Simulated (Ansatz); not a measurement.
**C₄H₁₂N₂Si: ionisation energy by level of theory**

The task here is to estimate one member of a computed series from the others.

Computed with Ansatz 0.2.0, Gaussian basis. Level: unrestricted cation, the program's frozen cores in correlated methods.

Plan: UKS PBE-D4/def2-TZVPP; UKS r2SCAN-D4/def2-TZVPP; UKS PBE0-D4/def2-TZVPP; UKS B3LYP-D4/def2-TZVPP; UKS wB97X-V/def2-TZVPP; UKS wB97M-V/def2-TZVPP; UKS B2PLYP/def2-TZVPP; UHF-CCSD(T)/def2-TZVPP; UHF-MP2/def2-QZVPP; extrapolation to the limit; then −ε(HOMO) from the neutral's earlier runs with LDA (SPW92), PBE-D4, revPBE-D4, BLYP-D4, r2SCAN-D4, B97M-V, PBE0-D4, B3LYP-D4, r2SCANh-D4, r2SCAN0-D4, HSE06-D4, BHLYP-D4, CAM-B3LYP-D4, LC-ωPBE, ωB97X-V, ωB97M-V.

**The relaxed structure**

The geometry comes from an earlier relaxation with PBE0-D4 in a triple-zeta def2 set; it is a stationary point, not always the lowest conformer.

SMILES `CN(C)[Si]N(C)C`, 19 atoms, charge 0, spin multiplicity 1.

Atoms are counted from 1 here; the program's logs count them from 0.

Bond lengths: C1–N2 1.446 Å, C1–H8 1.098 Å, C1–H9 1.098 Å, C1–H10 1.094 Å, N2–C3 1.443 Å, N2–Si4 1.730 Å, C3–H11 1.099 Å, C3–H12 1.089 Å, C3–H13 1.098 Å, Si4–N5 1.730 Å, N5–C6 1.443 Å, N5–C7 1.446 Å, C6–H14 1.099 Å, C6–H15 1.089 Å, C6–H16 1.098 Å, C7–H17 1.098 Å, C7–H18 1.094 Å, C7–H19 1.098 Å. Angles: N2–C1–H8 111.6°, N2–C1–H9 111.3°, N2–C1–H10 110.0°, H8–C1–H9 107.7°, H8–C1–H10 107.7°, H9–C1–H10 108.3°, C1–N2–C3 112.7°, C1–N2–Si4 116.9°, C3–N2–Si4 129.9°, N2–C3–H11 112.5°, N2–C3–H12 110.8°, N2–C3–H13 110.0°, H11–C3–H12 108.5°, H11–C3–H13 107.1°, H12–C3–H13 107.7°, N2–Si4–N5 104.5°, Si4–N5–C6 129.9°, Si4–N5–C7 116.9° and more.

Set-up of the first run:

in.yaml reads:

```yaml
crystal:
  periodic: [false, false, false]
  atoms:
    - {symbol: C, position_ang: [2.771011, -0.292067, -0.382329]}
    - {symbol: N, position_ang: [1.327259, -0.339148, -0.318803]}
    - {symbol: C, position_ang: [0.822639, -1.676420, -0.124126]}
    - {symbol: Si, position_ang: [0.479190, 1.128000, -0.666267]}
    - {symbol: N, position_ang: [-1.098441, 0.885257, 0.000548]}
    - {symbol: C, position_ang: [-1.521783, 0.047734, 1.096075]}
    - {symbol: C, position_ang: [-2.152362, 1.751802, -0.478013]}
    - {symbol: H, position_ang: [3.227504, -0.558208, 0.579917]}
    - {symbol: H, position_ang: [3.159724, -0.985142, -1.139961]}
    - {symbol: H, position_ang: [3.101636, 0.718262, -0.639325]}
    - {symbol: H, position_ang: [1.025600, -2.060008, 0.885426]}
    - {symbol: H, position_ang: [-0.251650, -1.714282, -0.297857]}
    - {symbol: H, position_ang: [1.300538, -2.364671, -0.833282]}
    - {symbol: H, position_ang: [-2.223162, -0.736714, 0.779467]}
    - {symbol: H, position_ang: [-0.666229, -0.427050, 1.573910]}
    - {symbol: H, position_ang: [-2.035057, 0.653038, 1.854454]}
    - {symbol: H, position_ang: [-2.966068, 1.180592, -0.943563]}
    - {symbol: H, position_ang: [-1.757650, 2.441434, -1.229501]}
    - {symbol: H, position_ang: [-2.584400, 2.343492, 0.339730]}
basis:
  gaussian: {orbitals: def2-TZVPP}
total_charge: 1
magnetization: {spin_polarized: true, initial_magnetization: 1}
hamiltonian: {xc: pbe, dispersion: d4}
```

Launch:

```sh
$ ansatz run in.yaml --threads 2 --pin off --events-out ev --progress --plain --max-ram 32768MiB --backend cuda --devices 0, --max-vram 18GiB
```

Among the steps run: Cation, UKS PBE-D4/def2-TZVPP; Cation, UKS r2SCAN-D4/def2-TZVPP; Cation, UKS PBE0-D4/def2-TZVPP; Cation, UKS B3LYP-D4/def2-TZVPP; Cation, UKS wB97X-V/def2-TZVPP; Cation, UKS wB97M-V/def2-TZVPP; Cation, UKS B2PLYP (frozen core)/def2-TZVPP; Cation, UHF-CCSD(T)/def2-TZVPP; Cation, UHF-MP2/def2-QZVPP.

One of the session's tables, all rows but one given; the rest of the session is left out.

Orbital estimates, from the neutral's runs:

| functional | −ε(HOMO) (eV) |
| --- | --- |
| LDA (SPW92) | 4.80 |
| PBE-D4 | 4.69 |
| revPBE-D4 | 4.65 |
| BLYP-D4 | 4.56 |
| r2SCAN-D4 | ? |
| B97M-V | 5.01 |
| PBE0-D4 | 5.81 |
| B3LYP-D4 | 5.62 |
| r2SCANh-D4 | 5.30 |
| r2SCAN0-D4 | 5.93 |
| HSE06-D4 | 5.41 |
| BHLYP-D4 | 6.83 |
| CAM-B3LYP-D4 | 7.09 |
| LC-ωPBE | 8.37 |
| ωB97X-V | 8.08 |
| ωB97M-V | 7.97 |

**Question.** Estimate the row for r2SCAN-D4.

Worked estimate for «−ε(HOMO) (eV)». Against the share of exact exchange, r2SCANh-D4 (0.1, 5.30), r2SCAN0-D4 (0.25, 5.93) give a slope of 4.20 per unit share; at 0 the line stands at 4.88.

The run gave: −ε(HOMO) (eV): 4.88. In «−ε(HOMO) (eV)» the line misses by 0.00.
